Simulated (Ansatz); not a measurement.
**ZrH3 (Pm-3m): equation of state with a fit**

Where is the equilibrium volume of ZrH3 (Pm-3m), and how stiff is it? Wanted for ZrH3 (Pm-3m): an equation of state with a fit.

All numbers are computed with Ansatz 0.2.0 through its Python package. Level of theory: DFT PBEsol, plane waves, PAW.

### 1 The system

It takes space group Pm-3m (No. 221, cubic). The conventional cell has a = 3.126 Å, b = 3.126 Å, c = 3.126 Å, α = 90.00°, β = 90.00°, γ = 90.00°. Zr (site symmetry m-3m) is surrounded by 12 H at 2.21 Å. H (site symmetry 4/mmm) has 4 Zr at 2.21 Å and 8 H at 2.21 Å as nearest neighbours.

No structure file is read: the coordinates are typed or built in the script.

### 2 Script

eos.py reads:

```python
"""Energy against volume for ZrH3, with a fit."""

import ansatz
from ase.eos import EquationOfState
from ase.units import GPa
import numpy as np

XC = "pbesol"
FILLING = "fermi_dirac"
SMEARING_WIDTH = 0.01
SCF_TOL = 1e-07
EXTRA_BANDS = 2
KMESH = (7, 7, 7)

VECTORS = np.array([
    [3.126038, 0.0, 0.0],
    [0.0, 3.126038, 0.0],
    [0.0, 0.0, 3.126038],
])
SITES = [
    ("Zr", (0.0, 0.0, 0.0)),
    ("H", (0.0, 0.5, 0.5)),
    ("H", (0.5, 0.0, 0.5)),
    ("H", (0.5, 0.5, 0.0)),
]


def build(cell):
    crystal = ansatz.Crystal(lattice=ansatz.Lattice.of(cell))
    for symbol, position in SITES:
        crystal = crystal.atom(symbol, position)
    return crystal

# uniform scaling of the cell
volumes, energies, pressures = [], [], []
for scale in np.linspace(0.88, 1.12, 7):
    cell = VECTORS * scale ** (1 / 3)
    base = (
        build(cell).calculation()
        .functional(XC)
        .basis(47 * ansatz.Ry, density_ratio=8)
        .occupations(FILLING, width=SMEARING_WIDTH)
        .mixing("anderson", preconditioner="local_kerker")
        .scf(tolerance=SCF_TOL, extra_bands=EXTRA_BANDS)
        .kpoints(*KMESH)
        .stress()
    )
    data = base.run().report
    volumes.append(abs(np.linalg.det(cell)) / len(SITES))
    energies.append(data["free_energy_ev"] / len(SITES))
    pressures.append(np.trace(data["stress_gpa"]) / 3)
    print(f"V = {volumes[-1]:8.4f} A^3/atom  F = {energies[-1]:.5f} eV/atom  P = {pressures[-1]:8.3f} GPa")

eos = EquationOfState(volumes, energies, eos="murnaghan")
v0, e0, bulk = eos.fit()
print(f"V0 = {v0:.4f} A^3/atom, E0 = {e0:.5f} eV/atom, B = {bulk / GPa:.1f} GPa")
eos.plot("eos.png")
```

### 3 What the engine is handed

The engine receives this input (first run):

```yaml
crystal:
  lattice:
    - [2.995632109426566, 0.0, 0.0]
    - [0.0, 2.995632109426566, 0.0]
    - [0.0, 0.0, 2.995632109426566]
  atoms:
    - { symbol: Zr, position: [0.0, 0.0, 0.0] }
    - { symbol: H, position: [0.0, 0.5, 0.5] }
    - { symbol: H, position: [0.5, 0.0, 0.5] }
    - { symbol: H, position: [0.5, 0.5, 0.0] }
basis:
  ecutwfc: 639.467576780718
  ecutrho_ratio: 8
kpoints:
  mp_grid:
    grid: [7, 7, 7]
hamiltonian:
  xc: pbesol
scf:
  n_extra_bands: 2
  convergence:
    dr2_threshold: 1.0e-07
  mixing:
    algorithm: anderson
    preconditioner: local_kerker
  occupations:
    method: fermi_dirac
    width: 0.01
output:
  stress: true
```

### 4 Launch

On the command line:

```console
python eos.py
```

What it wrote:

```text
DeckWarning: output.stress: scf.convergence.dr2_threshold = 1e-7 eV (the SCF's general default) is looser than the 4e-10 eV advised for a printed stress (1e-10 eV for each atom of the cell: 4). What an SCF threshold leaves in a stress goes as its square root, [...]
V =   6.7206 A^3/atom  F = -1044.22907 eV/atom  P =   15.271 GPa
V =   7.0260 A^3/atom  F = -1044.25037 eV/atom  P =    7.335 GPa
V =   7.3315 A^3/atom  F = -1044.25793 eV/atom  P =    0.811 GPa
V =   7.6370 A^3/atom  F = -1044.25419 eV/atom  P =   -4.565 GPa
V =   7.9425 A^3/atom  F = -1044.24112 eV/atom  P =   -9.000 GPa
V =   8.2480 A^3/atom  F = -1044.22036 eV/atom  P =  -12.661 GPa
V =   8.5534 A^3/atom  F = -1044.19325 eV/atom  P =  -15.681 GPa
V0 = 7.3731 A^3/atom, E0 = -1044.25802 eV/atom, B = 138.4 GPa
```

(Warnings from the package without file and line, shortened.)

It took 4.7 s on 1 thread of Intel Xeon 6975P-C (Granite Rapids), shared host; peak memory 0.41 GiB.

### 5 Inputs of later runs

The engine's inputs for some of the other runs:

Run 3, against run 1:

```diff
@@ -3,3 +3,3 @@
-    - [2.995632109426566, 0.0, 0.0]
-    - [0.0, 2.995632109426566, 0.0]
-    - [0.0, 0.0, 2.995632109426566]
+    - [3.08378906416635, 0.0, 0.0]
+    - [0.0, 3.08378906416635, 0.0]
+    - [0.0, 0.0, 3.08378906416635]
```

Run 5, against run 1:

```diff
@@ -3,3 +3,3 @@
-    - [2.995632109426566, 0.0, 0.0]
-    - [0.0, 2.995632109426566, 0.0]
-    - [0.0, 0.0, 2.995632109426566]
+    - [3.167174796399219, 0.0, 0.0]
+    - [0.0, 3.167174796399219, 0.0]
+    - [0.0, 0.0, 3.167174796399219]
```

Run 7, against run 1:

```diff
@@ -3,3 +3,3 @@
-    - [2.995632109426566, 0.0, 0.0]
-    - [0.0, 2.995632109426566, 0.0]
-    - [0.0, 0.0, 2.995632109426566]
+    - [3.246386775432484, 0.0, 0.0]
+    - [0.0, 3.246386775432484, 0.0]
+    - [0.0, 0.0, 3.246386775432484]
```

Lines on the test bed's own set-up are left out of the output.

### 6 Run by run

The 7 runs, in the order started:

```csv
run,volume (Å³/atom),energy from run 3 (meV/atom),pressure (GPa),SCF cycles,CPU time (s)
1,6.721,28.87,15.27,6,0.44
2,7.026,7.56,7.34,6,0.38
3,7.332,0.00,0.81,6,0.49
4,7.637,3.74,-4.56,6,0.48
5,7.942,16.81,-9.00,6,0.48
6,8.248,37.57,-12.66,6,0.5
7,8.553,64.68,-15.68,6,0.51
```

Energies are free energies F = E - TS of the smeared occupations. 

### 7 What came out

| quantity | value |
| --- | --- |
| runs compared | 7 |
| range of energy | 64.68 meV/atom |
| lowest point, volume (Å³/atom) | 7.332 |
| equilibrium volume (fit) | 7.37 Å³/atom |
| bulk modulus (fit) | 139 GPa |

What this shows: A third-order Birch-Murnaghan fit through the 7 points (the script's own form differs a little) has its minimum at 7.37 Å³ an atom, 3.4 % below the typed cell, with a bulk modulus of 139 GPa and dB/dP = 3.7. From that minimum the energy rises by 29.0 meV an atom on the compressed side and 64.8 meV on the expanded side. For a metal this k-point mesh is coarse: on a finer one energies can move by several to tens of meV an atom and pressures by half a GPa or more, differences at one mesh by less. Pressure is positive in compression. This cell is a computed structure, which may not be the phase found in nature.
